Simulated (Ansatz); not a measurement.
**MgO (Periclase): gaps at several levels of theory**

The task here is to estimate one member of a computed series from the others.

The COD entry's cell or inner coordinates are ideal or old and differ from later refinements, so a difference from it is no clean test against experiment.

Method: DFT PBEsol, scalar-relativistic, plane waves, PAW, in Ansatz 0.2.0.

That is the level of the relaxation; later steps name their own.

1 further run of the same task is left out (set aside as unsound or not needed).

### The system as given

The structure is cubic, space group Fm-3m (No. 225). Conventional cell: a = 4.214 Å, b = 4.214 Å, c = 4.214 Å, α = 90.00°, β = 90.00°, γ = 90.00°. Mg (site symmetry m-3m) has 6 O at 2.11 Å as nearest neighbours. O (site symmetry m-3m) has 6 Mg at 2.11 Å as nearest neighbours.

Structure file:

```cif
data_structure
_symmetry_space_group_name_H-M 'P 1'
_symmetry_Int_Tables_number 1
_cell_length_a 2.9799
_cell_length_b 2.9799
_cell_length_c 2.9799
_cell_angle_alpha 60.000
_cell_angle_beta 60.000
_cell_angle_gamma 60.000
_cell_volume 18.71
loop_
_atom_site_label
_atom_site_type_symbol
_atom_site_fract_x
_atom_site_fract_y
_atom_site_fract_z
_atom_site_occupancy
Mg1 Mg 0.00000 0.00000 0.00000 1
O1 O 0.50000 0.50000 0.50000 1
```

This cell was relaxed beforehand with the same method: volume 9.36 Å³/atom, gap on the mesh 4.62 eV.

Set-up of the first run:

File input.yaml:

```yaml
crystal:
  lattice:
    - [0.0, 2.107129499, 2.107129499]
    - [2.107129499, 0.0, 2.107129499]
    - [2.107129499, 2.107129499, 0.0]
  atoms:
    - { symbol: Mg, position: [0.0, 0.0, 0.0] }
    - { symbol: O, position: [0.5, 0.5, 0.5] }
basis:
  ecutwfc: 250
kpoints:
  mp_grid: { grid: [6, 6, 6] }
  band_path:
    path:
      - [0.0, 0.0, 0.0]
      - [0.5, 0.0, 0.5]
      - [0.625, 0.25, 0.625]
      - [0.375, 0.375, 0.75]
      - [0.5, 0.5, 0.5]
      - [0.5, 0.25, 0.75]
    npoints: 1
hamiltonian:
  xc: pbesol
scf:
  occupations: { method: gaussian, width: 0.02 }
  n_extra_bands: 4
output:
  forces: true
  stress: true
  eigenvalues: true
```

On the command line:

```bash
ansatz run input.yaml --threads 2 --pin off --max-ram 5120MiB --backend cpu --events-out ev --progress --plain --runs-dir out
```

Among the steps run: The run at PBEsol, 250 eV and coarse mesh; The run at LDA; Levels with PBE0; Levels with Hartree-Fock.

One of the session's tables, all rows but one given; the rest of the session is left out.

| level | gap (eV) | least direct gap (eV) |
| --- | --- | --- |
| PBEsol, 250 eV and coarse mesh | 4.48 | 4.48 |
| LDA | 4.64 | 4.64 |
| PBE0 | 7.21 | 7.21 |
| Hartree-Fock | ? | ? |

Q: Estimate the row for Hartree-Fock from the others.

As computed: gap (eV): 15.60; least direct gap (eV): 15.60. In the column «gap (eV)» it is the highest.

Gaps are by band count over the mesh and the named points; a gap of 0 means that the bands overlap or touch.

Caveats from the session: Warnings in the runs' records: cutoff below recommended.
